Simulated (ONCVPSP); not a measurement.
**An ONCV potential for phosphorus, from input to tests**

Aim: build the potential from the settings below, then test how well it stands in for the atom: other configurations, scattering, ghost states and the plane-wave cutoff that it needs.

Program: ONCVPSP 4.0.1. Reference atom: PBE, scalar-relativistic, spherical and spin-unpolarised. All values are calculated.

## (1) The design

The settings as typed:

```json
{
  "element": "phosphorus (P, Z = 15)",
  "type": "optimised norm-conserving Vanderbilt (ONCV)",
  "frozen core": "[Ne]",
  "valence charge": "5",
  "reference configuration": "3s1 3p4",
  "partial waves": "3s: rc 1.55 bohr, ncon 4, nbas 8, qcut 4.8 1/bohr, 2 projectors, debl 1.1 Ha; 3p: rc 1.25 bohr, ncon 5, nbas 8, qcut 6.4 1/bohr, 3 projectors, debl 1.3 Ha; d scattering state at 0.31 Ha: rc 1.55 bohr, ncon 5, nbas 10, qcut 5.2 1/bohr, 1 projector",
  "local potential": "polynomial inside 0.80 bohr (lpopt 5, dvloc0 0 Ha)",
  "core correction": "Teter function, fcfact 1.5, rcfact 1.75"
}
```

The outer shells as boxes (Hund's rule for the drawing; the calculation is spin-unpolarised):

```
[Ne] core
3s [↑ ]
3p [↑↓][↑ ][↑ ]
```

An earlier all-electron run gives the scale for the radii.

All-electron outer shells of the reference configuration (PBE, scalar-relativistic, ld1.x):

| shell | level (eV) | outermost node (bohr) | outermost maximum (bohr) |
| --- | --- | --- | --- |
| 2s | -175.53 | 0.14 | 0.42 |
| 2p | -126.02 | – | 0.36 |
| 3s | -14.68 | 0.65 | 1.58 |
| 3p | -6.07 | 0.64 | 1.81 |

## (2) The generation run

The input, P.dat:

```
# ATOM AND REFERENCE CONFIGURATION
# atsym  z   nc   nv     iexc    psfile
  P 15.00    3    2        4      upf
#
#   n    l    f
    1    0    2.00
    2    0    2.00
    2    1    6.00
    3    0    1.00
    3    1    4.00
#
# PSEUDOPOTENTIAL AND OPTIMIZATION
# lmax
    2
#
#   l,   rc,      ep,       ncon, nbas, qcut
    0    1.55    0.00    4    8    4.80
    1    1.25    0.00    5    8    6.40
    2    1.55    0.31    5   10    5.20
#
# LOCAL POTENTIAL
# lloc, lpopt,  rc(5),   dvloc0
    4    5    0.80    0.00
#
# VANDERBILT-KLEINMAN-BYLANDER PROJECTORs
# l, nproj, debl
    0    2    1.10
    1    3    1.30
    2    1    3.70
#
# MODEL CORE CHARGE
# icmod, fcfact, rcfact
    3    1.50    1.75
#
# LOG DERIVATIVE ANALYSIS
# epsh1, epsh2, depsh
   -2.00    5.00    0.02
#
# OUTPUT GRID
# rlmax, drl
    6.00    0.01
#
# TEST CONFIGURATIONS
# ncnf
    4
# nvcnf
#   n    l    f
    2
    3    0    2.00
    3    1    3.00
#
    2
    3    0    2.00
    3    1    2.00
#
    2
    3    0    2.00
    3    1    1.00
#
    2
    3    0    1.00
    3    1    3.00
#
```

On the command line:

```console
$ oncvpsp.x < P.dat > P.out
```

**Question.** What will these runs give? Wanted: cutoffs for 1 and 0.1 mHa per electron, occupied waves; bound ghosts; GHOST(+) flags; largest test error; largest phase difference near zero energy, channels read; rms error of d²Exc/dn², without and with the model core.

**Answer**, as computed:

```
                                                quantity                  value
  cutoffs for 1 and 0.1 mHa per electron, occupied waves      106 Ha and 126 Ha
                                            bound ghosts        p at -128.42 eV
                                          GHOST(+) flags             s at 54 eV
                            largest test error (AE − PS)  +5.6 meV, for 3s2 3p2
largest phase difference near zero energy, channels read              0.001 rad
 rms error of d²Exc/dn², without and with the model core      2.08 and 1.27 mHa
```

**Reading.** A bound ghost (p) makes it unfit for use: electrons can fall into a state that the atom doesn't have. Close by lies the frozen 2p level (-126.0 eV). The worst unpolarised test, 3s2 3p2, is off by 5.6 meV on 1.2 eV; by total energies transferability rates as good. Atomic tests can pass in spite of a ghost, since they solve only for the levels asked. It counts as very hard, with 106 Ha needed at the looser tolerance. At the looser tolerance the 3p wave is the slowest; 3s needs 10 Ha. Near zero energy the phases of the channels with partial waves agree within 0.001 rad. The program also flags highly localised states, GHOST(+) (s). These are tests on the free atom; a crystal test is still owed.
